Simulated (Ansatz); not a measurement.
Write a Python script for the Ansatz DFT code, driven from Python that makes an atomisation energy of C2H8BP, SMILES CB(C)P. Level of theory (for the species named): r2scan0, cc-pVTZ basis, multiplicity 1.

The script reads `c2h8bp.xyz`:
```text
12

C    -0.20910    1.53910    0.42480
B     0.09160   -0.00220    0.17880
C    -1.04560   -0.95820   -0.38720
P     1.84260   -0.71720    0.57780
H    -1.03600    1.64250    1.15730
H    -0.50360    2.01570   -0.53280
H     0.69480    2.04600    0.82130
H    -1.98250   -0.38610   -0.55010
H    -1.23800   -1.77340    0.34030
H    -0.71410   -1.39600   -1.35120
H     1.62700   -1.96520   -0.13400
H     2.47280   -0.04500   -0.54520
```

Script `c2h8bp_tae.py`:
```python
"""Energy to split C2H8BP into its atoms."""

from collections import Counter

import ansatz as az

config = {
    "basis": "cc-pVTZ",
    "xc": "r2scan0",
}


def energy(molecule, charge=0, unpaired=0):
    calc = molecule.calculation().basis(gaussian=config["basis"]).functional(config["xc"])
    if charge:
        calc = calc.charge(charge)
    if unpaired:
        calc = calc.spin("collinear", total=unpaired)
    return calc.run(threads=1, backend="cpu").report["free_energy_ev"]


def main() -> None:
    molecule = az.Crystal.molecule_from_extxyz("c2h8bp.xyz")

    # Hund ground states
    unpaired = {"C": 2, "B": 1, "P": 3, "H": 1}
    counts = Counter(site.symbol for site in molecule.cartesian_sites)
    atom_energy = {s: energy(az.Crystal.molecule().atom(s, (0, 0, 0)), 0, unpaired[s]) for s in counts}
    whole = energy(molecule, 0, 0)
    for s, e in atom_energy.items():
        print(f"{s:2s} x{counts[s]}  {e:14.5f} eV")
    print(f"C2H8BP: {whole:.5f} eV")
    split = sum(counts[s] * e for s, e in atom_energy.items()) - whole
    print(f"atomisation energy (no zero-point term): {23.060548 * split:.1f} kcal/mol, {split / sum(counts.values()):.3f} eV an atom")


if __name__ == "__main__":
    main()
```

```console
$ python c2h8bp_tae.py
C  x2     -1029.49570 eV
B  x1      -670.45432 eV
P  x1     -9285.69121 eV
H  x8       -13.60218 eV
C2H8BP: -12168.20199 eV
atomisation energy (no zero-point term): 1020.4 kcal/mol, 3.687 eV an atom
```

1020.4 kcal/mol from the electronic energies, without the zero-point term.

Total energies depend on the basis set; only differences at equal settings carry meaning. The geometry is a force-field or estimated start, not a minimum of this method, and the basis set is short of its limit. All parts are taken at fixed geometry, without zero-point energy. For Al to Cl the sets with a tight d function, cc-pV(X+d)Z, are usual. Run time: 15 s on 1 thread of Arm Neoverse V1 (shared host), peak memory 0.48 GiB.

(Lines on the test bed's own set-up are left out of the output.)
